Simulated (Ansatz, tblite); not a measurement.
# Ge10H16 off sphere (Ge10H14): a ladder of methods and basis sets

One table from this session's results is given with a row withheld; the runs are named, their logs left out.

The runs use Ansatz 0.2.0, Gaussian basis; as each input shows.

Levels to be run: GFN1-xTB, GFN2-xTB, PBE-D4/def2-TZVP, r2SCAN-D4/def2-TZVP, HF/def2-TZVP, PBE-QIDH/def2-TZVP, PBE-D4/def2-SVP, PBE0-D4/def2-SVP, HF/STO-3G, MP2/def2-TZVP, RPA/def2-TZVP.

## The geometry

The geometry is that of the singlet, from an earlier relaxation (PBE-D4/def2-SVP).

24 atoms, charge 0, spin multiplicity 1.

Bond lengths: Ge1–Ge7 2.443 Å, Ge1–Ge8 2.466 Å, Ge1–H11 1.559 Å, Ge1–H12 1.559 Å, Ge2–Ge7 2.445 Å, Ge2–Ge9 2.445 Å, Ge2–H13 1.557 Å, Ge2–H14 1.557 Å, Ge3–Ge7 2.443 Å, Ge3–Ge10 2.466 Å, Ge3–H15 1.559 Å, Ge3–H16 1.559 Å, Ge4–Ge8 2.493 Å, Ge4–Ge10 2.493 Å, Ge5–Ge9 2.443 Å, Ge5–Ge10 2.465 Å, Ge5–H17 1.559 Å, Ge5–H18 1.559 Å and more. Angles: Ge7–Ge1–Ge8 110.1°, Ge7–Ge1–H11 111.5°, Ge7–Ge1–H12 109.4°, Ge8–Ge1–H11 108.5°, Ge8–Ge1–H12 109.8°, H11–Ge1–H12 107.6°, Ge7–Ge2–Ge9 108.5°, Ge7–Ge2–H13 110.1°, Ge7–Ge2–H14 110.1°, Ge9–Ge2–H13 110.1°, Ge9–Ge2–H14 110.1°, H13–Ge2–H14 108.0°, Ge7–Ge3–Ge10 110.1°, Ge7–Ge3–H15 109.4°, Ge7–Ge3–H16 111.5°, Ge10–Ge3–H15 109.7°, Ge10–Ge3–H16 108.5°, H15–Ge3–H16 107.6° and more.

PBE0-D4/def2-TZVP was run before; its log isn't repeated, and its numbers join the tables.

The first run:

Tight binding, by tblite at 300 K electronic temperature and without a spin-polarisation term:

```python
tblite.interface.Calculator('GFN1-xTB', numbers, positions, charge=0, uhf=0).singlepoint()
```

Tight binding, by tblite at 300 K electronic temperature and without a spin-polarisation term:

```python
tblite.interface.Calculator('GFN2-xTB', numbers, positions, charge=0, uhf=0).singlepoint()
```

start.molden holds the orbitals of an earlier run on this state, given as this run's starting guess.

in.yaml

```yaml
crystal:
  periodic: [false, false, false]
  atoms:
    - {symbol: Ge, position_ang: [0.003223, -2.761505, 0.310107]}
    - {symbol: Ge, position_ang: [-0.001373, -0.005841, -2.589891]}
    - {symbol: Ge, position_ang: [-2.762626, -0.000073, 0.306394]}
    - {symbol: Ge, position_ang: [-0.004247, 0.003041, 3.472879]}
    - {symbol: Ge, position_ang: [-0.001096, 2.763518, 0.299770]}
    - {symbol: Ge, position_ang: [2.762118, 0.002050, 0.304177]}
    - {symbol: Ge, position_ang: [-1.403366, -1.406415, -1.157710]}
    - {symbol: Ge, position_ang: [1.311925, -1.305635, 1.809242]}
    - {symbol: Ge, position_ang: [1.401581, 1.401563, -1.165415]}
    - {symbol: Ge, position_ang: [-1.310996, 1.314708, 1.804157]}
    - {symbol: H, position_ang: [0.992771, -3.647432, -0.506299]}
    - {symbol: H, position_ang: [-0.896094, -3.714871, 1.153624]}
    - {symbol: H, position_ang: [0.890159, -0.898903, -3.502704]}
    - {symbol: H, position_ang: [-0.892814, 0.882207, -3.507634]}
    - {symbol: H, position_ang: [-3.713411, -0.900642, 1.151516]}
    - {symbol: H, position_ang: [-3.651512, 0.985138, -0.511982]}
    - {symbol: H, position_ang: [-0.988499, 3.651354, -0.517120]}
    - {symbol: H, position_ang: [0.902232, 3.715388, 1.140770]}
    - {symbol: H, position_ang: [3.650266, -0.987103, -0.510297]}
    - {symbol: H, position_ang: [3.713603, 0.906804, 1.144046]}
    - {symbol: H, position_ang: [-2.321737, -2.327319, -2.020967]}
    - {symbol: H, position_ang: [2.283765, -2.275178, 2.568021]}
    - {symbol: H, position_ang: [2.319203, 2.318267, -2.033945]}
    - {symbol: H, position_ang: [-2.283076, 2.286870, 2.559262]}
basis:
  gaussian: {orbitals: def2-TZVP, fitting: {mean_field: def2-universal-jkfit}, initial_orbitals: start.molden}
hamiltonian: {xc: pbe, dispersion: d4}
scf: {omitted_lower_state_checks: [starts]}
output: {forces: true, orbitals: {seedname: orbitals}}
```

Command:

```sh
$ ansatz run in.yaml --threads 4 --pin off --events-out ev --progress --plain --max-ram 46080MiB --backend cuda --devices 0, --max-vram 37GiB
```

Steps of the session up to this table: PBE-D4/def2-TZVP; r2SCAN-D4/def2-TZVP; HF/def2-TZVP; PBE-QIDH/def2-TZVP; PBE-D4/def2-SVP; PBE0-D4/def2-SVP; HF/STO-3G; MP2/def2-TZVP; RPA/def2-TZVP.

One table of the session follows, with a row left open; its other results are not shown here.

It belongs to the step «Binding energy». 

```
              level  binding an atom (eV)
          HF/STO-3G                 3.633
       HF/def2-TZVP                 1.973
    PBE-D4/def2-SVP                 2.819
   PBE-D4/def2-TZVP                 2.820
r2SCAN-D4/def2-TZVP                 2.854
   PBE0-D4/def2-SVP                     ?
  PBE0-D4/def2-TZVP                 2.814
      MP2/def2-TZVP                 2.745
```

Q: Estimate the row for PBE0-D4/def2-SVP from the others.

As computed: binding an atom (eV): 2.813. In the column «binding an atom (eV)» it lies between MP2/def2-TZVP (2.745) and PBE0-D4/def2-TZVP (2.814).

Caveats from the session: Free atoms were run apart at each level; binding is atoms less cluster, divided by the number of atoms, without zero-point or spin-orbit terms.
